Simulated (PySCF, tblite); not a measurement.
# C3H4F3N3Si: geometry, infrared bands and NMR shifts

Wanted: the infrared bands and NMR shifts of C3H4F3N3Si (`FC(F)(F)c1cnn([SiH3])n1`), by calculation.

Computed with tblite 0.8.0 and PySCF 2.14.0, with density-fitted response routines of our own, on a single molecule in the gas phase. Atoms count from 0, in the outputs and in this text.

## 1. The molecule as given

14 atoms, charge 0, multiplicity 1; geometry from: force field or distance geometry start.

Bonds of the start (Å): F0–C1 1.38, C1–F2 1.36, C1–F3 1.36, C1–C4 1.49, C4–C5 1.40, C5–N6 1.33, N6–N7 1.35, N7–Si8 1.79, N7–N9 1.35, N9–C4 1.35, C5–H10 1.09, Si8–H11 1.50, Si8–H12 1.51, Si8–H13 1.50.

## 2. Geometry optimisation with GFN2-xTB

Job settings and geometry (Å):

```
{"job": {"kind": "relax", "xc": "GFN2-xTB", "basis": "xTB"}, "charge": 0, "multiplicity": 1}
F      3.411600    -0.232800     0.127200
C      2.421200     0.549300    -0.430000
F      2.665300     1.808500     0.015500
F      2.639000     0.543000    -1.770600
C      1.064400     0.052800    -0.047900
C      0.756100    -1.062600     0.741000
N     -0.560000    -1.203300     0.858500
N     -1.021000    -0.161900     0.128900
Si    -2.775000     0.138000    -0.066400
N     -0.093500     0.629500    -0.447600
H      1.425400    -1.761600     1.231600
H     -3.529700    -1.127000    -0.335300
H     -3.354600     0.764600     1.174700
H     -3.049700     1.063000    -1.211700
```

Started as:

```
$ OMP_NUM_THREADS=1 python probes_run.py task.json out
```

The driver reads the jobs from task.json and runs them one after another.

**Question.** This job is followed by: GFN2-xTB harmonic vibrations, gas phase; GIAO PBE0/pcSseg-1 NMR shielding, non-relativistic, gas phase. What will the session give for the following? strongest single infrared mode (GFN2-xTB); zero-point energy (GFN2-xTB); ¹³C shifts against TMS (PBE0/pcSseg-1); ¹H shifts against TMS (PBE0/pcSseg-1, means over atoms taken as alike); ¹⁹F shifts against CFCl3 (PBE0/pcSseg-1, means over atoms taken as alike); ¹⁵N shifts against NH3 (PBE0/pcSseg-1); ²⁹Si shifts against TMS (PBE0/pcSseg-1).

**Answer**, as computed:

| quantity | value |
| --- | --- |
| strongest single infrared mode (GFN2-xTB) | 780 cm⁻¹, 365 km/mol |
| zero-point energy (GFN2-xTB) | 46.9 kcal/mol |
| ¹³C shifts against TMS (PBE0/pcSseg-1) | 148.2, 141.6, 131.1 ppm |
| ¹H shifts against TMS (PBE0/pcSseg-1, means over atoms taken as alike) | 8.20, 5.38 ppm |
| ¹⁹F shifts against CFCl3 (PBE0/pcSseg-1, means over atoms taken as alike) | -75.2 ppm |
| ¹⁵N shifts against NH3 (PBE0/pcSseg-1) | 387.5, 379.1, 277.0 ppm |
| ²⁹Si shifts against TMS (PBE0/pcSseg-1) | -40.1 ppm |

In words: Relaxing lowered the energy by 0.346 eV in 39 steps; the close pair that moved most is Si8–H12, from 1.506 to 1.461 Å. The lowest mode is slightly imaginary (18i cm⁻¹), a soft motion within the noise of the Hessian, so the minimum is not strictly shown. The strongest single mode, at 780 cm⁻¹, moves mainly H11 and H12. GFN2-xTB is a fitted tight-binding method: band positions and strengths are rough. Its intensities can rank the bands wrongly. NICS(1)zz of -34 ppm above the planar ring from C4 marks a diatropic (aromatic) ring current.
